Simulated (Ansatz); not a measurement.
Runs of Ansatz 0.2.0 on HfIn4SiO6. The structure is monoclinic, space group C2 (No. 5). The conventional cell has a = 5.432 Å, b = 9.407 Å, c = 7.636 Å, α = 90.00°, β = 104.07°, γ = 90.00°. Hf (site symmetry 2) is surrounded by 6 O at 2.13 to 2.14 Å. In (site symmetry 2) has 2 O at 2.73 Å and 4 In at 3.12 Å as nearest neighbours. Around In (site symmetry 2) lie 6 O at 2.23 Å. In (site symmetry 2) is surrounded by 2 O at 2.73 Å and 3 In at 3.07 to 3.12 Å. In (site symmetry 2) is surrounded by 2 O at 2.73 Å and 3 In at 3.07 to 3.12 Å. Si (site symmetry 2) is surrounded by 6 O at 1.85 Å. Around O (site symmetry 1) lie 1 Si at 1.85 Å. Around O (site symmetry 1) lie 1 Si at 1.85 Å. The cell was built by a generator and needn't be a form met in nature.

```tsv
U	gap on the mesh (eV)	pressure (GPa)	largest force (eV/Å)
Hf d U = 8 eV	none	2.2	0.45
Hf d U = 2 eV	none	0.5	0.10
Hf d U = 4 eV	none	(b)	0.20
Hf d U = 6 eV	none	(a)	0.32
```

Alike in all rows: task projected density of states; level PBE+U; potentials or basis Ansatz PAW; no spin polarisation; cell as given; k mesh 6 × 6 × 4; cutoff (eV) 420; smearing fermi-dirac 0.05 eV.

Task: Fill in the values left out.

Result: (a) 1.6; (b) 1.0.

Caveats: U without spin polarisation on a metal has little footing.

A k mesh can miss the band edges, and the runs leave out spin-orbit coupling on Hf, In.

A gap of «none» marks a metal or a gap under the smearing width.
